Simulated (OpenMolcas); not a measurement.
**Ir⁵⁺ among point charges: CASSCF and CASPT2 levels and susceptibility**

Aim: the splitting of the states of Ir⁵⁺ in the field of 3 point charges, its lowest levels with spin-orbit coupling and its magnetic susceptibility.

The numbers are computed with OpenMolcas 26.06 (state-averaged CASSCF and CASPT2, spin-orbit coupling by RASSI with atomic mean-field integrals), except any that are marked as measured or tabulated.

## 1. The atom as given

| Item | Value |
| --- | --- |
| Species | Ir⁵⁺ (iridium, Z = 77, 72 electrons) |
| Basis | ANO-RCC-VTZP [8s7p5d3f1g], 84 functions |
| Scalar Hamiltonian | DKH2, point nucleus |
| Inactive shells | 1s 2s 2p 3s 3p 3d 4s 4p 4d 4f 5s 5p |
| Active space | 4 electrons in 5 orbitals (5d) |
| Some configurations of this space | 5d4 |
| Orbitals | optimised for each spin and parity, averaged over all roots |

Outer shells as boxes (Hund's rule):

5d4
```
5d [↑ ][↑ ][↑ ][↑ ][  ]
```

The ion sits among 3 point charges of -1 e arranged as a planar triangle (D3h), 1.85 Å from the ion.

The work runs as a chain of OpenMolcas steps in one folder; each step below is one input file. Labels, J, g values, rates, χT and fits are worked out afterwards by a script from the matrices that RASSI stores.

## 2. Basis and integrals

Contents of a.inp:

```
&GATEWAY
Coord
1

Ir 0.0 0.0 0.0
Basis=ANO-RCC-VTZP
Group=NoSym
NoMove
AngMom=0.0 0.0 0.0
AMFI
XField
3 Angstrom 0
1.850000 0.000000 0.000000 -1.000000
-0.925000 1.602147 0.000000 -1.000000
-0.925000 -1.602147 0.000000 -1.000000
&SEWARD
```

Command:

```console
$ OMP_NUM_THREADS=1 MOLCAS_MEM=1689 MOLCAS_PROJECT=a pymolcas a.inp > a.log
```

## 3. CASSCF: quintets, 5 roots

Contents of a.inp:

```
&RASSCF
FileOrb=start.orb
Symmetry=1
Spin=5
nActEl=4 0 0
Inactive=34
Ras2=5
CIRoot=5 5 1
SDav=5
CIMx=300
Iter=120 100
PrWF=0.3
OrbListing=Nothing
MaxOrb=0
>>> COPY $Project.JobIph JOB001
```

start.orb holds the contracted functions of the basis, ordered by shell, or the orbitals of the step before.

## 4. Reference wave functions, triplets, 45 roots

Contents of a.inp:

```
&RASSCF
FileOrb=start.orb
Symmetry=1
Spin=3
nActEl=4 0 0
Inactive=34
Ras2=5
CIRoot=45 45 1
SDav=45
CIMx=300
Iter=120 100
PrWF=0.3
OrbListing=Nothing
MaxOrb=0
>>> COPY $Project.JobIph JOB002
```

## 5. CASSCF: singlets, 50 roots

Contents of a.inp:

```
&RASSCF
FileOrb=start.orb
Symmetry=1
Spin=1
nActEl=4 0 0
Inactive=34
Ras2=5
CIRoot=50 50 1
SDav=50
CIMx=300
Iter=120 100
PrWF=0.3
OrbListing=Nothing
MaxOrb=0
>>> COPY $Project.JobIph JOB003
```

## 6. RASSI: spin-orbit coupling between the states

Contents of a.inp:

```
&RASSI
NrOfJobIphs=3 5 45 50
1 2 3 4 5
1 2 3 4 5 6 7 8 9 10 11 12 13 14 15 16 17 18 19 20 21 22 23 24 25 26 27
28 29 30 31 32 33 34 35 36 37 38 39 40 41 42 43 44 45
1 2 3 4 5 6 7 8 9 10 11 12 13 14 15 16 17 18 19 20 21 22 23 24 25 26 27
28 29 30 31 32 33 34 35 36 37 38 39 40 41 42 43 44 45 46 47 48 49 50
IphNames
JOB001
JOB002
JOB003
EJob
SpinOrbit
DIPRint=1.0
SOCoupling=1000.0
Subsets=2
Property=9
'ANGMOM' 1 'ANGMOM' 2 'ANGMOM' 3 'MLTPL  1' 1 'MLTPL  1' 2 'MLTPL  1' 3
'AMFI' 1 'AMFI' 2 'AMFI' 3
SOProperty=3
'ANGMOM' 1 'ANGMOM' 2 'ANGMOM' 3
```

## 7. CASPT2: IPEA 0.25, imaginary shift 0.1 (closed shells correlated: 4f 5s 5p)

Contents of a.inp:

```
>>> COPY JOB001 $Project.JobIph
&CASPT2
Multistate=5 1 2 3 4 5
NoMult
Frozen=23
IPEA=0.25
Imaginary=0.1
MaxIter=60
WThr=0.0 0.3 0.05
PrWF=0.5
NoMix
>>> COPY JOB002 $Project.JobIph
&CASPT2
Multistate=45 1 2 3 4 5 6 7 8 9 10 11 12 13 14 15 16 17 18 19 20 21 22
23 24 25 26 27 28 29 30 31 32 33 34 35 36 37 38 39 40 41 42 43 44 45
NoMult
Frozen=23
IPEA=0.25
Imaginary=0.1
MaxIter=60
WThr=0.0 0.3 0.05
PrWF=0.5
NoMix
>>> COPY JOB003 $Project.JobIph
&CASPT2
Multistate=50 1 2 3 4 5 6 7 8 9 10 11 12 13 14 15 16 17 18 19 20 21 22
23 24 25 26 27 28 29 30 31 32 33 34 35 36 37 38 39 40 41 42 43 44 45 46
47 48 49 50
NoMult
Frozen=23
IPEA=0.25
Imaginary=0.1
MaxIter=60
WThr=0.0 0.3 0.05
PrWF=0.5
NoMix
```

(Steps that only read results are left out.)

What does the calculation give? Wanted: spin-free ground state; first state of the same spin within the active space; lowest level; next level.

The runs gave:

```
                                            quantity                                                                           value
                                              method  SS-CASPT2, IPEA 0.25, imaginary shift 0.1 (closed shells correlated: 4f 5s 5p)
                              spin-free ground state                                                  5E, 2-fold in its orbital part
first state of the same spin within the active space                                                                 5E at 7940 cm⁻¹
                                        lowest level                                                                       1-fold A1
                                          next level                                                                     3390.5 cm⁻¹
                                         χT at 300 K                                                                  0.07 cm³ K/mol
                           effective moment at 300 K                                                                         0.72 μB
```

Cost by method:

```tsv
method	time of its own steps	time with the reference
A. CASSCF	28 s	28 s
B. SS-CASPT2, IPEA 0.25, imaginary shift 0.1, +4f 5s 5p	62 s	90 s
```

Times are of one thread on a shared host.

The spin-free ground state (5E) comes to 100 % from free-ion D terms and keeps the highest spin of the shell. χT at 300 K is 0.07, against 3.01 cm³ K/mol for the spin alone, so spin-orbit coupling lowers it. An active space of the d shell alone favours high spin; real ions in strong fields can be low spin. CASPT2 does not keep the components of a term degenerate, and the means are used. The field of point charges can differ much from that of real complexes. With metal d orbitals alone active, the gaps between spin states are rough; where two lie within a few thousand cm-1, their order is open. This is an electrostatic model: the charges have no orbitals.
